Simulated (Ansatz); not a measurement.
# Cs2C3: the cost of one run

Program: Ansatz 0.2.0. Level of theory: DFT PBE, scalar-relativistic, plane waves, PAW. These are calculated values, not measurements.

1 further run of the same task is left out (set aside as unsound or not needed).

## 1. Starting point

Symmetry: P321, No. 150, trigonal system. Conventional cell: a = 4.296 Å, b = 4.296 Å, c = 6.690 Å, α = 90.00°, β = 90.00°, γ = 120.00°. Around Cs (site symmetry 3) lie 3 C at 2.34 Å. Around C (site symmetry 2) lie 2 C at 1.86 Å and 2 Cs at 2.34 Å.

Coordinates:

```cif
data_structure
_symmetry_space_group_name_H-M 'P321'
_symmetry_Int_Tables_number 150
_cell_length_a 4.2959
_cell_length_b 4.2959
_cell_length_c 6.6897
_cell_angle_alpha 90.000
_cell_angle_beta 90.000
_cell_angle_gamma 120.000
_cell_volume 106.92
loop_
_atom_site_label
_atom_site_type_symbol
_atom_site_symmetry_multiplicity
_atom_site_Wyckoff_symbol
_atom_site_fract_x
_atom_site_fract_y
_atom_site_fract_z
_atom_site_occupancy
Cs1 Cs 2 d 0.33333 0.66667 0.25000 1
C1 C 3 e 0.25000 0.25000 0.00000 1
```

This is candidate A: La2O3 type (P321, No. 150).

(A quick probe on a coarse mesh, which set the mesh and smearing, is not shown.)

## 3. Rough relaxation on the coarse mesh (candidate A)

input.yaml reads:

```yaml
crystal:
  lattice:
    - [4.2958632557, 0.0, 0.0]
    - [-2.1479316278, 3.7203267106, 0.0]
    - [0.0, 0.0, 6.6897411329]
  atoms:
    - { symbol: Cs, position: [0.3333333333, 0.6666666667, 0.25] }
    - { symbol: Cs, position: [0.6666666667, 0.3333333333, 0.75] }
    - { symbol: C, position: [0.25, 0.25, 0.0] }
    - { symbol: C, position: [0.75, 0.0, 0.0] }
    - { symbol: C, position: [0.0, 0.75, 0.0] }
basis:
  ecutwfc: 420
kpoints:
  mp_grid: { grid: [6, 6, 4] }
hamiltonian:
  xc: pbe
scf:
  occupations: { method: gaussian, width: 0.1 }
  lower_state_search: "off"
output:
  forces: true
  stress: true
  eigenvalues: true
relax:
  adjacent_minimum: "off"
  f_tol: 0.04
  max_steps: 70
  cell: { stress_tol: 0.4 }
```

On the command line:

```
> ansatz run input.yaml --threads 1 --pin off --max-ram 2560MiB --backend cpu --events-out ev --progress --plain --runs-dir out
```

Q: Estimate wall time and peak memory on 1 thread of Arm Neoverse V2, shared host.

About 2.8 min, with a peak of 0.4 GiB.
